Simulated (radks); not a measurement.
# Spin polarisation of the 3d shell in V²⁺

An exercise on one series of results from a longer session: the logs are not shown, and one member is left open.

Program: radks (a radial shooting solver on a logarithmic mesh, Libxc functionals) version 1. Level of theory: non-relativistic Kohn-Sham, PBE, spin-polarised, spherical densities, point nucleus. These are calculated values, not measurements, unless marked.

## The system

```
element       : vanadium (Z = 23)
charge        : +2
electrons     : 21
configuration : [Ar] 3d(up 1.5, down 1.5)
```

A shell typed twice in an input gives spin up, then spin down.

Set-up of the first run:

Settings of this run:

```text
Z 23
configuration [Ar] 3d1.5 3d1.5
relativity non-relativistic
functional pbe,pbe
spin polarised
nucleus point
```

Among the steps run: No moment.

One of the session's tables, all rows but one given; the rest of the session is left out.

It belongs to the step «No moment». From the orbitals of this run (lengths in bohr):

```
level     <r>  outermost maximum (interpolated)  90 % within  nodes
   1s       ?                                 ?            ?      ?
   2s  0.3110                             0.258        0.482      1
   2p  0.2751                             0.209        0.451      0
   3s  0.9562                             0.827         1.43      2
   3p   1.018                             0.848         1.57      1
   3d   1.314                             0.886         2.25      0
```

**Question.** Estimate the row for 1s.

The run gave: <r>: 0.06705; outermost maximum (interpolated): 0.0441; 90 % within: 0.119; nodes: 0. In the column «<r>» it is the lowest.
